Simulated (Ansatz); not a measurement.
# Hf2: the cost of one run

The runs use Ansatz 0.2.0, Gaussian basis; def2-TZVPP, core rule «outside noble gas», up to 8 orbitals frozen.

Plan: UHF; ROHF; CCSD(T) on UHF.

### Step 1. What is computed

The geometry is a PBE0/def2-TZVP stationary point (not a proven minimum) of the parent state, kept for this charge and spin. No spin-orbit coupling is included. Elements past krypton take def2 core potentials.

2 atoms, charge 0, spin multiplicity 3.

Atoms are counted from 1 here; the program's logs count them from 0.

Bond lengths: Hf1–Hf2 2.714 Å.

### Step 2. UHF

in.yaml reads:

```yaml
crystal:
  periodic: [false, false, false]
  atoms:
    - {symbol: Hf, position_ang: [0.000000, 0.000000, 0.000000]}
    - {symbol: Hf, position_ang: [0.000000, 0.000000, 2.713600]}
basis:
  gaussian: {orbitals: def2-TZVPP}
magnetization: {spin_polarized: true, initial_magnetization: 2}
hamiltonian: {xc: hf}
output: {orbitals: {seedname: orbitals}}
```

Command:

```bash
> ansatz run in.yaml --threads 1 --pin off --events-out ev --progress --plain --max-ram 4096MiB --backend cpu
```

Q: Estimate wall time and peak memory on 1 thread of AMD EPYC 7R13, shared host.

About 76 s, with a peak of 0.28 GiB.
